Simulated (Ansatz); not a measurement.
# AlGaH₃NO: one species, many methods

An exercise on one series of results from a longer session: the logs are not shown, and one member is left open.

Computed with Ansatz 0.2.0, Gaussian basis. Level: functionals in def2-TZVPP, the program's frozen cores in correlated methods.

Plan: LDA (SPW92), PBE-D4, revPBE-D4, BLYP-D4, r2SCAN-D4, B97M-V, PBE0-D4, B3LYP-D4, r2SCANh-D4, r2SCAN0-D4, HSE06-D4, BHLYP-D4, CAM-B3LYP-D4, LC-ωPBE, ωB97X-V, ωB97M-V, B2PLYP, PBE-QIDH; CCSD(T)/def2-SVP; CCSD(T)/def2-TZVPP; CCSD(T)/def2-QZVPP; extrapolation to the limit; RPA on PBE.

**The geometry**

All runs share one geometry, relaxed beforehand with PBE0-D4 in a triple-zeta def2 set.

7 atoms, charge 0, spin multiplicity 1.

Atoms are counted from 1 here; the program's logs count them from 0.

Bond lengths: N1–Al2 1.758 Å, N1–H5 1.008 Å, N1–H6 1.007 Å, Al2–O3 1.706 Å, Al2–Ga4 2.336 Å, O3–Ga4 1.875 Å, Ga4–H7 1.568 Å. Angles: Al2–N1–H5 124.8°, Al2–N1–H6 124.6°, H5–N1–H6 110.6°, N1–Al2–O3 137.0°, N1–Al2–Ga4 170.5°, O3–Al2–Ga4 52.5°, Al2–O3–Ga4 81.3°, Al2–Ga4–O3 46.2°, Al2–Ga4–H7 168.4°, O3–Ga4–H7 122.2°.

The first run:

The input, in.yaml:

```yaml
crystal:
  periodic: [false, false, false]
  atoms:
    - {symbol: N, position_ang: [-1.331701, 1.325061, 0.297377]}
    - {symbol: Al, position_ang: [-0.125438, 0.089446, -0.029811]}
    - {symbol: O, position_ang: [1.218680, -0.586641, 0.774457]}
    - {symbol: Ga, position_ang: [1.294824, -1.596406, -0.804002]}
    - {symbol: H, position_ang: [-1.379766, 1.872736, 1.142281]}
    - {symbol: H, position_ang: [-2.070978, 1.583202, -0.335421]}
    - {symbol: H, position_ang: [2.394379, -2.687398, -1.044871]}
basis:
  gaussian: {orbitals: def2-TZVPP}
hamiltonian: {xc: lda}
output: {orbitals: {seedname: orbitals}}
```

On the command line:

```
ansatz run in.yaml --threads 2 --pin off --events-out ev --progress --plain --max-ram 22528MiB --backend cpu
```

Steps of the session up to this table: LDA; PBE-D4 (GGA); revPBE-D4 (GGA); BLYP-D4 (GGA); r2SCAN-D4 (meta-GGA); B97M-V (meta-GGA); PBE0-D4 (hybrid); B3LYP-D4 (hybrid); r2SCANh-D4 (hybrid); r2SCAN0-D4 (hybrid); HSE06-D4 (hybrid); BHLYP-D4 (hybrid); CAM-B3LYP-D4 (range-separated); LC-ωPBE (range-separated); ωB97X-V (range-separated); ωB97M-V (range-separated); B2PLYP (double hybrid); PBE-QIDH (double hybrid).

One table of the session follows, with a row left open; its other results are not shown here.

It belongs to the step «Frontier levels by functional». 

```
  functional  HOMO (eV)  LUMO (eV)  gap (eV)
 LDA (SPW92)      -5.10      -2.46      2.64
      PBE-D4      -4.95      -2.23      2.71
   revPBE-D4          ?          ?         ?
     BLYP-D4      -4.83      -2.13      2.70
   r2SCAN-D4      -5.13      -2.07      3.06
      B97M-V      -5.15      -2.16      2.99
     PBE0-D4      -5.94      -1.49      4.46
    B3LYP-D4      -5.79      -1.69      4.10
  r2SCANh-D4      -5.51      -1.80      3.71
  r2SCAN0-D4      -6.07      -1.40      4.67
    HSE06-D4      -5.55      -1.85      3.70
    BHLYP-D4      -6.84      -0.72      6.13
CAM-B3LYP-D4      -7.16      -0.52      6.64
     LC-ωPBE      -8.31       0.55      8.86
     ωB97X-V      -8.06       0.45      8.50
     ωB97M-V      -7.92       0.29      8.21
```

**Question.** Estimate the row for revPBE-D4.

The run gave: HOMO (eV): -4.88; LUMO (eV): -2.14; gap (eV): 2.75. In the column «HOMO (eV)» it lies between PBE-D4 (-4.95) and BLYP-D4 (-4.83).
